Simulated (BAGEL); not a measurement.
# GaH3 (SMILES [GaH3]): a chain of runs

Aim: the energy (HF/cc-pVDZ), then a single-point energy (NEVPT2(2,2)/cc-pVDZ), then a single-point energy (CASPT2(2,2)/cc-pVDZ) of GaH3. 

The calculation is run with BAGEL 1.2.2.

1 further run of the same task is left out (set aside as unsound or not needed).

### 1 The structure to begin with

GaH3: 4 atoms, total charge 0, spin state singlet. As SMILES, `[GaH3]`. One bond was lengthened or shortened from a relaxed shape.

Bond lengths: Ga1–H2 1.568 Å, Ga1–H3 1.333 Å, Ga1–H4 1.568 Å. Angles: H2–Ga1–H3 120.0°, H2–Ga1–H4 120.0°, H3–Ga1–H4 120.0°.

### 2 The energy at HF/cc-pVDZ (density fitting with svp-jkfit) (run 1)

Input file input.json:

```json
{ "bagel": [

{
  "title": "molecule",
  "basis": "cc-pvdz.json",
  "df_basis": "svp-jkfit",
  "geometry": [
    { "atom": "Ga", "xyz": [    -0.13500392,    -0.44290645,    -0.01013838 ] },
    { "atom": "H", "xyz": [     2.20636674,     0.23493831,     1.67606424 ] },
    { "atom": "H", "xyz": [    -1.04331779,    -2.79263727,    -0.01833034 ] },
    { "atom": "H", "xyz": [    -1.40452193,     1.64259530,    -1.69029388 ] }
  ]
},

{ "title": "hf" },

{ "title": "print", "file": "orbitals.molden", "orbitals": true }

]}
```

The basis set cc-pVDZ is read from a file made from the Basis Set Exchange's data (not shown).

Started as:

```
$ BAGEL_NUM_THREADS=1 BAGEL input.json > input.out
```

The program printed:

```text
* using 1 threads per process

  ===============================================================
  ===============================================================

  *** Geometry ***

  { "atom" : "Ga", "xyz" : [     -0.135004,     -0.442906,     -0.010138 ] },
  { "atom" : "H", "xyz" : [      2.206367,      0.234938,      1.676064 ] },
  { "atom" : "H", "xyz" : [     -1.043318,     -2.792637,     -0.018330 ] },
  { "atom" : "H", "xyz" : [     -1.404522,      1.642595,     -1.690294 ] },

  Number of auxiliary basis functions:      320

  Since a DF basis is specified, we compute 2- and 3-index integrals:
    o Being stored without compression. Storage requirement is 0.005 GB

  Number of basis functions:       42
  Number of electrons      :       34

    * METHOD: MOLECULE                             0.08

  *** RHF ***

  === Nuclear Repulsion ===
    33.8398667645

      * DIIS with orbital gradients will be used.

  === RHF iteration (cc-pvdz.json) ===
      0      -1924.88918920          0.00699638           0.02
      1      -1924.90458612          0.00189557           0.02
      2      -1924.90568169          0.00006738           0.02
      3      -1924.90568397          0.00000846           0.02
      4      -1924.90568401          0.00000172           0.02
      5      -1924.90568401          0.00000037           0.02
      6      -1924.90568401          0.00000005           0.02
      7      -1924.90568401          0.00000001           0.02
    * SCF iteration converged.

    * Permanent dipole moment:
           (    0.069385,     0.176402,    -0.000523) a.u.

    * METHOD: HF                                   0.22

    * METHOD: PRINT                                0.01

  ===============================================================
```

Run time: 0.54 s. Hardware: 1 thread of AMD EPYC 7R13 (Zen 3), shared host; peak memory 0.081 GiB.

### 3 The energy at NEVPT2(2,2)/cc-pVDZ (density fitting with svp-jkfit) (run 2)

Input file job.json:

```json
{ "bagel": [

{
  "title": "molecule",
  "basis": "cc-pvdz.json",
  "df_basis": "svp-jkfit",
  "geometry": [
    { "atom": "Ga", "xyz": [    -0.13500392,    -0.44290645,    -0.01013838 ] },
    { "atom": "H", "xyz": [     2.20636674,     0.23493831,     1.67606424 ] },
    { "atom": "H", "xyz": [    -1.04331779,    -2.79263727,    -0.01833034 ] },
    { "atom": "H", "xyz": [    -1.40452193,     1.64259530,    -1.69029388 ] }
  ]
},

{
  "title": "hf"
},

{
  "title": "casscf",
  "nstate": 1,
  "nact": 2,
  "nclosed": 16,
  "active": [16, 19],
  "maxiter": 200,
  "natocc": "true"
},

{
  "title": "nevpt2",
  "nstate": 1,
  "nact": 2,
  "nclosed": 16,
  "active": [16, 19],
  "maxiter": 200,
  "natocc": "true",
  "ncore": 9
},

{
  "title": "print",
  "file": "orbitals.molden",
  "orbitals": "true"
}

]}
```

The basis set cc-pVDZ is read from a file made from the Basis Set Exchange's data (not shown).

Started as:

```
$ BAGEL_NUM_THREADS=1 BAGEL job.json > job.out
```

The program printed:

```text
* using 1 threads per process

  ===============================================================
  ===============================================================

  *** Geometry ***

  { "atom" : "Ga", "xyz" : [     -0.135004,     -0.442906,     -0.010138 ] },
  { "atom" : "H", "xyz" : [      2.206367,      0.234938,      1.676064 ] },
  { "atom" : "H", "xyz" : [     -1.043318,     -2.792637,     -0.018330 ] },
  { "atom" : "H", "xyz" : [     -1.404522,      1.642595,     -1.690294 ] },

  Number of auxiliary basis functions:      320

  Since a DF basis is specified, we compute 2- and 3-index integrals:
    o Being stored without compression. Storage requirement is 0.005 GB

  Number of basis functions:       42
  Number of electrons      :       34

[... 15 lines left out ...]
    * SCF iteration converged.
[... 1 line left out ...]
    * Permanent dipole moment:
[... 27 lines left out ...]
    * Second-order optimization converged. *
[... 1 line left out ...]
     guess   0:   closed 1.                   open ..

  === FCI iteration ===

      0  0     -1924.90557649     6.79e-02      0.00
      1  0     -1924.91725114     1.14e-03      0.00
      2  0 *   -1924.91725687     1.00e-15      0.00

     * ci vector, state   0, <S^2> = 0.0000
       2.     0.9963198448
       .2    -0.0857132828

    * METHOD: CASSCF                               0.70

    * freezing 9 orbitals

  === DF-NEVPT2 calculation ===

    * 3-index integral transformation done
    * assembly done

      NEVPT2 correlation energy:   -0.0860156145      0.01

          (+0)     -0.0590991535
          (+0)'    -0.0023585150
          (+1)     -0.0039171143
          (+1)'    -0.0000000000
          (+2)     -0.0001497307
          (-1)     -0.0100241539
          (-1)'     0.0000000000
          (-2)     -0.0104669472

      NEVPT2 total energy:       -1925.0032724853

    * METHOD: NEVPT2                               0.04

    * METHOD: PRINT                                0.01

  ===============================================================
```

Run time: 1.3 s. Hardware: 1 thread of AMD EPYC 7R13 (Zen 3), shared host; peak memory 0.14 GiB.

### 4 The energy at CASPT2(2,2)/cc-pVDZ (density fitting with svp-jkfit) (run 3)

Changes to input.json since step 2:

```diff
@@ -14,5 +14,32 @@
 
-{ "title": "hf" },
+{
+  "title": "hf"
+},
 
-{ "title": "print", "file": "orbitals.molden", "orbitals": true }
+{
+  "title": "casscf",
+  "nstate": 1,
+  "nact": 2,
+  "nclosed": 16,
+  "active": [16, 19],
+  "maxiter": 200,
+  "natocc": "true"
+},
+
+{
+  "title": "print",
+  "file": "orbitals.molden",
+  "orbitals": "true"
+},
+
+{
+  "title": "smith",
+  "method": "caspt2",
+  "ms": "true",
+  "xms": "true",
+  "sssr": "true",
+  "shift": 0.2,
+  "shift_imag": "true",
+  "ncore": 9
+}
```

The basis set cc-pVDZ is read from a file made from the Basis Set Exchange's data (not shown).

Started as:

```
$ BAGEL_NUM_THREADS=1 BAGEL input.json > input.out
```

The program printed:

```text
* using 1 threads per process

  ===============================================================
  ===============================================================

  *** Geometry ***

  { "atom" : "Ga", "xyz" : [     -0.135004,     -0.442906,     -0.010138 ] },
  { "atom" : "H", "xyz" : [      2.206367,      0.234938,      1.676064 ] },
  { "atom" : "H", "xyz" : [     -1.043318,     -2.792637,     -0.018330 ] },
  { "atom" : "H", "xyz" : [     -1.404522,      1.642595,     -1.690294 ] },

  Number of auxiliary basis functions:      320

  Since a DF basis is specified, we compute 2- and 3-index integrals:
    o Being stored without compression. Storage requirement is 0.005 GB

  Number of basis functions:       42
  Number of electrons      :       34

[... 15 lines left out ...]
    * SCF iteration converged.
[... 1 line left out ...]
    * Permanent dipole moment:
[... 27 lines left out ...]
    * Second-order optimization converged. *
[... 9 lines left out ...]
     * ci vector, state   0, <S^2> = 0.0000
[... 16 lines left out ...]
    * Zeroth order energy : state  0       -1.0041127872
[... 4 lines left out ...]
       #      aibj      arbs      arbi      airj      risj      airs      arst      rist         Etot      error   time
[... 10 lines left out ...]
      ------------------------------------------------------------------------------------------------------------------

    * CASPT2 energy : state  0    -1925.0068994247
        w/o shift correction      -1925.0062181501
        reference weight              0.9647353843

    * METHOD: SMITH                                0.10

  ===============================================================
```

Run time: 1.2 s. Hardware: 1 thread of AMD EPYC 7R13 (Zen 3), shared host; peak memory 0.15 GiB.

### 5 Outcome

| quantity | value |
| --- | --- |
| run 1, HF/cc-pVDZ: total energy | -1924.90568 Eh |
| run 1, HF/cc-pVDZ: dipole moment | 0.48 D |
| run 1, HF/cc-pVDZ: HOMO energy | -11.50 eV |
| run 1, HF/cc-pVDZ: LUMO energy | 0.99 eV |
| run 1, HF/cc-pVDZ: HOMO–LUMO gap | 12.49 eV |
| run 2, NEVPT2(2,2)/cc-pVDZ: total energy | -1925.00327 Eh |
| run 3, CASPT2(2,2)/cc-pVDZ: total energy | -1925.00690 Eh |
